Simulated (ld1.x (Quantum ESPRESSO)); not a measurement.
**A TM potential for W, from input to tests**

Aim: build the potential from the settings below, then test how well it stands in for the atom: other configurations, scattering, ghost states and the plane-wave cutoff that it needs.

The numbers are computed with ld1.x (Quantum ESPRESSO) 7.5 (PBE, scalar-relativistic, spin-unpolarised reference atom).

### Step 1. Settings

The settings as typed:

```json
{
 "element": "tungsten (W, Z = 74)",
 "type": "norm-conserving Troullier–Martins (Kleinman–Bylander form)",
 "frozen core": "[Xe] 4f14",
 "valence charge": "6",
 "reference configuration": "5d4.5 6s1.5 6p0",
 "partial waves": "6s (bound): rc 2.95 bohr; 6p (bound, empty): rc 1.20 bohr; 5d (bound): rc 2.50 bohr",
 "local potential": "the d channel",
 "core correction": "Bessel-smoothed model core, default radius (core density twice the valence density)"
}
```

The nodes and maxima of the atom's own shells, from an earlier all-electron run, set the scale for the radii.

All-electron outer shells of the reference configuration (PBE, scalar-relativistic, ld1.x):

```
shell  level (eV)  outermost node (bohr)  outermost maximum (bohr)
   5p      -42.26                   0.57                      1.09
   4f      -32.17                      –                      0.43
   6s       -5.41                   1.28                      2.67
   5d       -3.86                   0.63                      1.50
   6p       -1.24                   1.54                      3.84
```

### Step 2. Generating the potential

Input file W.in:

```
 &input
   title='W', zed=74., rel=1, dft='PBE', iswitch=3,
   config='[Xe] 4f14 5d4.5 6s1.5 6p0',
   nld=3, rlderiv=3.20, eminld=-2.0, emaxld=5.0, deld=0.02
 /
 &inputp
   pseudotype=2, tm=.true., lloc=2,
   nlcc=.true., new_core_ps=.true.,
   file_pseudopw='W.UPF', file_wfcaegen='ae.wfc', file_wfcncgen='nc.wfc', file_beta='beta', file_chi='chi'
 /
3
6S  1  0   1.50   0.00  2.95  2.95  0.0
6P  2  1   0.00   0.00  1.20  1.20  0.0
5D  3  2   4.50   0.00  2.50  2.50  0.0
 &test
   configts(1)='5d4.5 6s1.5 6p0'
 /
```

Command:

```bash
$ ld1.x < W.in > W.out
```

The output, W.out (without the banner and most projector matrices):

```text
     Program LD1 v.7.5
     --------------------------- All-electron run ----------------------------

     W
     scalar relativistic calculation

     atomic number is 74.00
     dft =PBE   lsd =0 sic =0 latt =0  beta=0.20 tr2=1.0E-14
     Exchange-correlation= PBE
                           (   1   4   3   4   0   0   0)
     mesh =1273 r(mesh) =  99.08072 a.u. xmin = -7.00 dx = 0.01250
     1 Ry =  13.60569312 eV, c = 137.03599908

     n l     nl                  e(Ry)          e(Ha)          e(eV)
     1 0     1S 1( 2.00)     -5107.9592     -2553.9796    -69497.3257
     2 0     2S 1( 2.00)      -881.5481      -440.7741    -11994.0734
     2 1     2P 1( 6.00)      -770.8607      -385.4303    -10488.0940
     3 0     3S 1( 2.00)      -202.9685      -101.4843     -2761.5273
     3 1     3P 1( 6.00)      -170.1956       -85.0978     -2315.6293
     4 0     4S 1( 2.00)       -41.8122       -20.9061      -568.8833
     4 1     4P 1( 6.00)       -31.0642       -15.5321      -422.6496
     3 2     3D 1(10.00)      -132.5285       -66.2643     -1803.1426
     5 0     5S 1( 2.00)        -5.7370        -2.8685       -78.0558
     5 1     5P 1( 6.00)        -3.1059        -1.5530       -42.2584
     4 2     4D 1(10.00)       -17.4480        -8.7240      -237.3920
     4 3     4F 1(14.00)        -2.3645        -1.1822       -32.1700
     5 2     5D 1( 4.50)        -0.2840        -0.1420        -3.8640
     6 0     6S 1( 1.50)        -0.3979        -0.1989        -5.4132
     6 1     6P 1( 0.00)        -0.0913        -0.0456        -1.2421

     final scf error:  5.3E-15 reached in  28 iterations

     Etot =  -32284.985079 Ry,  -16142.492540 Ha, -439259.599470 eV

     Ekin =   35580.447107 Ry,   17790.223553 Ha,  484096.644516 eV
     Encl =  -79837.835686 Ry,  -39918.917843 Ha,-1086249.091954 eV
     Eh   =   12617.875999 Ry,    6308.937999 Ha,  171674.948702 eV
     Exc  =    -645.472499 Ry,    -322.736249 Ha,   -8782.100735 eV

     normalization and overlap integrals

     s(1S/1S) =  1.000000  <r> =   0.0183  <r2> =    0.0005  r(max) =   0.0115
     s(2S/2S) =  1.000000  <r> =   0.0776  <r2> =    0.0071  r(max) =   0.0653
     s(2P/2P) =  1.000000  <r> =   0.0694  <r2> =    0.0059  r(max) =   0.0541
     s(3S/3S) =  1.000000  <r> =   0.2010  <r2> =    0.0462  r(max) =   0.1842
     s(3P/3P) =  1.000000  <r> =   0.2013  <r2> =    0.0470  r(max) =   0.1842
     s(4S/4S) =  1.000000  <r> =   0.4495  <r2> =    0.2281  r(max) =   0.4204
     s(4P/4P) =  1.000000  <r> =   0.4780  <r2> =    0.2599  r(max) =   0.4419
     s(3D/3D) =  1.000000  <r> =   0.1824  <r2> =    0.0390  r(max) =   0.1490
     s(5S/5S) =  1.000000  <r> =   1.0679  <r2> =    1.2821  r(max) =   0.9593
     s(5P/5P) =  1.000000  <r> =   1.2522  <r2> =    1.7806  r(max) =   1.0870
     s(4D/4D) =  1.000000  <r> =   0.5113  <r2> =    0.3030  r(max) =   0.4531
     s(4F/4F) =  1.000000  <r> =   0.6080  <r2> =    0.4651  r(max) =   0.4310
     s(5D/5D) =  1.000000  <r> =   2.1302  <r2> =    5.6216  r(max) =   1.5045
     s(6S/6S) =  1.000000  <r> =   3.2270  <r2> =   11.9308  r(max) =   2.6736
     s(6P/6P) =  1.000000  <r> =   5.0030  <r2> =   29.5513  r(max) =   3.8418

     ------------------------ End of All-electron run ------------------------

     --------------------- Generating NC pseudopotential ---------------------

      Generating local pot.: lloc=2, matching radius rcloc =   2.5000

      Computing core charge for nlcc:

       r > 1.56 : true rho core
      Core charge pseudized with two Bessel functions
      Integrated core pseudo-charge :  15.52

      Wfc   6S  rcut= 2.918  Using Troullier-Martins method

      Wfc   6P  rcut= 1.186  Using Troullier-Martins method

     ------------------- End of pseudopotential generation -------------------

     [... the all-electron block is printed once more ...]


     Computing logarithmic derivative in   3.20498

       Warning: n=2, l=1 expected 0 nodes, found 1
       Setting wfc to zero for this iteration
       (This warning will only be printed once per wavefunction)

     Computing logarithmic derivative in   3.20498
     Computing the partial wave expansion
     R is outside the sphere for l=    0 j= 0.00
     R is outside the sphere for l=    1 j= 0.00
       no projector for channel:   2

     ---------------------- Testing the pseudopotential ----------------------

     W
     scalar relativistic calculation

     atomic number is 74.00   valence charge is  6.00
     dft =PBE   lsd =0 sic =0 latt =0  beta=0.20 tr2=1.0E-14
     mesh =1273 r(mesh) =  99.08072 xmin = -7.00 dx = 0.01250

     n l     nl             e AE (Ry)        e PS (Ry)    De AE-PS (Ry)
     3 2     5D   1( 4.50)       -0.28400       -0.28400        0.00000
     1 0     6S   1( 1.50)       -0.39787       -0.39787        0.00000
     2 1     6P   1( 0.00)       -0.09129       -0.09129        0.00000

     eps = 5.4E-15  iter = 12

     Etot =  -32284.985079 Ry,  -16142.492540 Ha, -439259.599470 eV
     Etotps =   -41.521074 Ry,     -20.760537 Ha,    -564.922988 eV

     Ekin =      13.761832 Ry,       6.880916 Ha,     187.239264 eV
     Encl =     -37.696643 Ry,     -18.848321 Ha,    -512.888953 eV
     Ehrt =      13.680620 Ry,       6.840310 Ha,     186.134321 eV
     Ecxc =     -31.924997 Ry,     -15.962499 Ha,    -434.361717 eV
     (Ecc =     -26.516973 Ry,     -13.258487 Ha,    -360.781803 eV)
     Epseu=       0.658114 Ry,       0.329057 Ha,       8.954097 eV

     ---------------------- End of pseudopotential test ----------------------
```

Wall time 3.9 s (1 thread of Intel Xeon Platinum 8488C, shared host). This counts the later configuration tests of the new file too.

All-electron and pseudo partial waves u(r) = r·R(r), from the program's wave files:

```
r (bohr)    6s AE   6s PS
   0.148  -0.1264  0.0146
   0.295   0.1427  0.0299
   0.443   0.1141  0.0471
   0.590  -0.1132  0.0668
   0.738  -0.2655  0.0905
   0.885  -0.2885  0.1189
   1.033  -0.2169  0.1535
   1.180  -0.0958  0.1947
   1.328   0.0426  0.2434
   1.475   0.1759  0.2983
   1.623   0.2951  0.3584
   1.770   0.3943  0.4198
   1.918   0.4737  0.4793
   2.065   0.5338  0.5317
   2.213   0.5774  0.5742
   2.360   0.6060  0.6041
   2.508   0.6224  0.6218
   2.655   0.6285  0.6284
   2.802   0.6263  0.6263
   2.950   0.6173  0.6173
   3.098   0.6029  0.6029
   3.245   0.5845  0.5845
   3.393   0.5630  0.5630
   3.540   0.5394  0.5394
   3.688   0.5141  0.5141
   3.835   0.4882  0.4882
```

### Step 3. Testing the new file in other configurations

Input file W.test.in:

```
 &input
   title='W', zed=74., rel=1, dft='PBE', iswitch=2,
   config='[Xe] 4f14 5d4.5 6s1.5 6p0'
 /
 &test
   file_pseudo='W.UPF', nconf=8,
   configts(1)='5d4.5 6s1.5 6p0',
   configts(2)='5d4 6s2 6p0',
   configts(3)='5d4 6s1 6p0',
   configts(4)='5d4 6s0 6p0',
   configts(5)='5d5 6s1 6p0',
   configts(6)='5d3 6s2 6p0',
   configts(7)='5d4 6s1 6p1',
   configts(8)='5d5 6s0 6p0'
 /
```

Command:

```bash
$ ld1.x < W.test.in > W.test.out
```

W.test.out, the pseudopotential blocks, each with the warnings that came before it:

```text
     Warning: n=2, l=1 expected 0 nodes, found 1
     ---------------------- Testing the pseudopotential ----------------------

     W
     scalar relativistic calculation

     atomic number is 74.00   valence charge is  6.00
     dft =PBE   lsd =0 sic =0 latt =0  beta=0.20 tr2=1.0E-14
     mesh =1273 r(mesh) =  99.08072 xmin = -7.00 dx = 0.01250

     n l     nl             e AE (Ry)        e PS (Ry)    De AE-PS (Ry)
     3 2     5D   1( 4.50)       -0.28400       -0.28400        0.00000
     1 0     6S   1( 1.50)       -0.39787       -0.39787        0.00000
     2 1     6P   1( 0.00)       -0.09129       -0.09129        0.00000

     eps = 5.5E-15  iter = 12

     Etot =  -32284.985079 Ry,  -16142.492540 Ha, -439259.599470 eV
     Etotps =   -41.521074 Ry,     -20.760537 Ha,    -564.922988 eV

     Ekin =      13.761832 Ry,       6.880916 Ha,     187.239264 eV
     Encl =     -37.696643 Ry,     -18.848321 Ha,    -512.888953 eV
     Ehrt =      13.680620 Ry,       6.840310 Ha,     186.134321 eV
     Ecxc =     -31.924997 Ry,     -15.962499 Ha,    -434.361717 eV
     (Ecc =     -26.516973 Ry,     -13.258487 Ha,    -360.781803 eV)
     Epseu=       0.658114 Ry,       0.329057 Ha,       8.954097 eV

     ---------------------- End of pseudopotential test ----------------------

     ---------------------- Testing the pseudopotential ----------------------

     W
     [...]
     n l     nl             e AE (Ry)        e PS (Ry)    De AE-PS (Ry)
     3 2     5D   1( 4.00)       -0.32927       -0.33190        0.00262
     1 0     6S   1( 2.00)       -0.41988       -0.41884       -0.00103
     2 1     6P   1( 0.00)       -0.10005       -0.10005        0.00000

     eps = 3.0E-15  iter = 11

     Etot =  -32285.036163 Ry,  -16142.518081 Ha, -439260.294494 eV
     Etotps =   -41.571442 Ry,     -20.785721 Ha,    -565.608284 eV
     dEtot_ae =      -0.051083 Ry
     dEtot_ps =      -0.050368 Ry,   Delta E=      -0.000715 Ry

     [...]
     ---------------------- End of pseudopotential test ----------------------

     ---------------------- Testing the pseudopotential ----------------------

     W
     [...]
     n l     nl             e AE (Ry)        e PS (Ry)    De AE-PS (Ry)
     3 2     5D   1( 4.00)       -0.86192       -0.86419        0.00227
     1 0     6S   1( 1.00)       -0.89530       -0.89577        0.00047
     2 1     6P   1( 0.00)       -0.50053       -0.50053        0.00000

     eps = 8.9E-15  iter = 19

     Etot =  -32284.383265 Ry,  -16142.191633 Ha, -439251.411371 eV
     Etotps =   -40.918686 Ry,     -20.459343 Ha,    -556.727090 eV
     dEtot_ae =       0.601814 Ry
     dEtot_ps =       0.602387 Ry,   Delta E=      -0.000573 Ry

     [...]
     ---------------------- End of pseudopotential test ----------------------

     ---------------------- Testing the pseudopotential ----------------------

     W
     [...]
     n l     nl             e AE (Ry)        e PS (Ry)    De AE-PS (Ry)
     3 2     5D   1( 4.00)       -1.46122       -1.46485        0.00363
     1 0     6S   1( 0.00)       -1.41739       -1.42114        0.00375
     2 1     6P   1( 0.00)       -0.95514       -0.95514        0.00000

     eps = 9.3E-16  iter =  9

     Etot =  -32283.230847 Ry,  -16141.615423 Ha, -439235.731921 eV
     Etotps =   -39.763972 Ry,     -19.881986 Ha,    -541.016396 eV
     dEtot_ae =       1.754233 Ry
     dEtot_ps =       1.757102 Ry,   Delta E=      -0.002870 Ry

     [...]
     ---------------------- End of pseudopotential test ----------------------

     ---------------------- Testing the pseudopotential ----------------------

     W
     [...]
     n l     nl             e AE (Ry)        e PS (Ry)    De AE-PS (Ry)
     3 2     5D   1( 5.00)       -0.24382       -0.24260       -0.00121
     1 0     6S   1( 1.00)       -0.37816       -0.37952        0.00136
     2 1     6P   1( 0.00)       -0.08390       -0.08390        0.00000

     eps = 8.8E-16  iter = 12

     Etot =  -32284.923063 Ry,  -16142.461532 Ha, -439258.755698 eV
     Etotps =   -41.458222 Ry,     -20.729111 Ha,    -564.067845 eV
     dEtot_ae =       0.062016 Ry
     dEtot_ps =       0.062852 Ry,   Delta E=      -0.000836 Ry

     [...]
     ---------------------- End of pseudopotential test ----------------------

     ---------------------- Testing the pseudopotential ----------------------

     W
     [...]
     n l     nl             e AE (Ry)        e PS (Ry)    De AE-PS (Ry)
     3 2     5D   1( 3.00)       -0.99174       -1.00575        0.01402  !
     1 0     6S   1( 2.00)       -0.96542       -0.96470       -0.00072
     2 1     6P   1( 0.00)       -0.54328       -0.54328        0.00000

     eps = 4.1E-15  iter = 16

     Etot =  -32284.387175 Ry,  -16142.193588 Ha, -439251.464568 eV
     Etotps =   -40.915117 Ry,     -20.457558 Ha,    -556.678519 eV
     dEtot_ae =       0.597904 Ry
     dEtot_ps =       0.605957 Ry,   Delta E=      -0.008053 Ry

     [...]
     ---------------------- End of pseudopotential test ----------------------

     BEWARE! Errors in PS-KS equations
     ---------------------- Testing the pseudopotential ----------------------

     W
     [...]
     n l     nl             e AE (Ry)        e PS (Ry)    De AE-PS (Ry)
     3 2     5D   1( 4.00)       -0.43350       -0.86419        0.43069  !
     1 0     6S   1( 1.00)       -0.49664       -0.89577        0.39913  !
     2 1     6P   1( 1.00)       -0.15553       -0.15553        0.00000

     eps = 8.1E-15  iter = 30

     Etot =  -32284.705784 Ry,  -16142.352892 Ha, -439255.799470 eV
     Etotps =   -41.074212 Ry,     -20.537106 Ha,    -558.843130 eV
     dEtot_ae =       0.279295 Ry
     dEtot_ps =       0.446861 Ry,   Delta E=      -0.167566 Ry

     [...]
     ---------------------- End of pseudopotential test ----------------------

     ---------------------- Testing the pseudopotential ----------------------

     W
     [...]
     n l     nl             e AE (Ry)        e PS (Ry)    De AE-PS (Ry)
     3 2     5D   1( 5.00)       -0.74575       -0.74312       -0.00264
     1 0     6S   1( 0.00)       -0.83049       -0.83366        0.00317
     2 1     6P   1( 0.00)       -0.46085       -0.46085        0.00000

     eps = 3.0E-15  iter =  9

     Etot =  -32284.323829 Ry,  -16142.161914 Ha, -439250.602699 eV
     Etotps =   -40.856543 Ry,     -20.428271 Ha,    -555.881581 eV
     dEtot_ae =       0.661250 Ry
     dEtot_ps =       0.664531 Ry,   Delta E=      -0.003281 Ry

     [...]
     ---------------------- End of pseudopotential test ----------------------
```

1 test gave no usable energy difference (5d4 6s1 6p1).

Excitation and ionisation energies from 5d4.5 6s1.5 6p0, with the error of the potential.

| valence configuration | charge | ΔE all-electron (eV) | error AE − PS (meV) |
| --- | --- | --- | --- |
| 5d4 6s2 6p0 | 0 | -0.695 | -9.7 |
| 5d4 6s1 6p0 | +1 | 8.188 | -7.8 |
| 5d4 6s0 6p0 | +2 | 23.868 | -39 |
| 5d5 6s1 6p0 | 0 | 0.844 | -11 |
| 5d3 6s2 6p0 | +1 | 8.135 | -110 |
| 5d5 6s0 6p0 | +1 | 8.997 | -45 |

### Step 4. Scattering by logarithmic derivatives

Taken from the files of the generation run. The phase is arctan(r·u′/u) with u = r·R, unwrapped, with energies in Ry. A pole is an energy at which the radial function vanishes at the test radius. The pseudo phase is shifted by a multiple of π to meet the all-electron one at the reference energy. Levels narrower than the energy grid can be missing from the poles. The last column is the largest difference on the grid between −1 and +1 Ry.

| channel | radius (bohr) | reference (Ry) | poles AE | poles PS | window around the reference with phases within 0.05 rad (Ry) | largest difference near zero (rad) |
| --- | --- | --- | --- | --- | --- | --- |
| s | 3.21 | -0.40 | 0.74 | 0.72 | below 2.1 | 0.004 |
| p | 3.21 | -0.09 | 1.90 | 1.92 | below 3.9 | 0.002 |
| d | 3.21 | -0.28 | -0.02, 3.99 | -0.02, 4.04 | below 1.5 | 0.006 |

Phases (rad) along the scan:

```
E (Ry)    d AE    d PS    p AE    p PS
 -2.00   1.343   1.343   1.332   1.333
 -1.52   1.303   1.303   1.287   1.288
 -1.04   1.220   1.221   1.212   1.213
 -0.56   0.829   0.830   1.053   1.053
 -0.08  -1.513  -1.513   0.529   0.529
  0.40  -1.770  -1.768  -0.825  -0.823
  0.88  -1.948  -1.942  -1.321  -1.319
  1.36  -2.360  -2.332  -1.480  -1.478
  1.84  -3.681  -3.615  -1.563  -1.560
  2.32  -4.352  -4.332  -1.623  -1.618
  2.80  -4.544  -4.534  -1.678  -1.670
  3.28  -4.634  -4.627  -1.746  -1.730
  3.76  -4.690  -4.685  -1.855  -1.820
  4.24  -4.734  -4.729  -2.128  -2.005
  4.72  -4.775  -4.770  -3.264  -2.649
```

### Step 5. Plane-wave convergence, by spherical Bessel functions

A separate test, outside the generator: the pseudo-atom's Hamiltonian at the reference potential is diagonalised in spherical Bessel functions j_l(qr) that vanish at 20 bohr, with q² up to the cutoff.

All-electron valence levels (Ry): 6s -0.3979, 6p -0.0913, 5d -0.2840. The lowest levels of each channel (Ry) by cutoff; the last column sums, over occupied levels, occupation times the distance from the level at 400 Ry. A positive value at high cutoff is not a bound level.

```
cutoff (Ry)     s #1     s #2      p #1     p #2     p #3     d #1    f #1  Σ f·Δε (mRy)
          8  -1.4046  -0.3926   -2.4567  -0.0568   0.0595  -0.0537  0.1082        1044.4
         10  -1.9824  -0.3951   -2.7029  -0.0692   0.0556  -0.1140  0.1082         769.0
         12  -2.3713  -0.3967   -2.8541  -0.0790   0.0529  -0.1730  0.1082         501.1
         15  -2.5934  -0.3975   -2.9579  -0.0899   0.0502  -0.2203  0.1082         287.1
         18  -2.7249  -0.3977   -2.9827  -0.0958   0.0488  -0.2628  0.1082          95.4
         25  -2.7519  -0.3978   -2.9969  -0.1244   0.0423  -0.2814  0.1082          11.7
         30  -2.7523  -0.3978   -2.9986  -0.9881  -0.0486  -0.2837  0.1082           1.2
         35  -2.7527  -0.3979   -4.4549  -2.9957  -0.0809  -0.2839  0.1082           0.2
         40  -2.7531  -0.3979   -7.0386  -2.9970  -0.0858  -0.2839  0.1082           0.2
         45  -2.7532  -0.3979  -10.4922  -2.9974  -0.0891  -0.2840  0.1082           0.1
        400  -2.7534  -0.3979  -15.6380  -2.9975  -0.0913  -0.2840  0.1082           0.0
```

The sum stays within 10 mRy from 30 Ry and within 1 mRy from 35 Ry. The sum leaves out empty levels, which can need more. Ghost test: ghost states, bound below the all-electron valence or empty levels of the same l: p at -212.8 eV, p at -40.8 eV, s at -37.5 eV.

### Step 6. Summary of results

```
                                                quantity                                            value
               cutoffs for 10 and 1 mRy, occupied levels                                  30 Ry and 35 Ry
                                            bound ghosts  p at -212.77 eV, p at -40.78 eV, s at -37.46 eV
                            largest test error (AE − PS)      -110 meV, for 5d3 6s2 6p0 (1 test unsolved)
largest phase difference near zero energy, channels read                                        0.006 rad
```

**Reading.** A bound ghost (p, s) makes it unfit for use: electrons can fall into a state that the atom doesn't have. Close by lies the frozen 5p level (-42.3 eV). The worst unpolarised test, 5d3 6s2 6p0, is off by 110 meV on 8.1 eV; by total energies transferability rates as poor. Of the tests 1 gave no usable energy difference, which is a warning in itself. The potential is soft on the atom at that tolerance: the looser tolerance needs 30 Ry. The slowest occupied level is 5d: taken alone it needs 30 Ry to come within 1 mRy, against 15 Ry for 6s. That counts occupied waves only; other projectors can need more. Near zero energy the phases of the channels with partial waves agree within 0.006 rad.
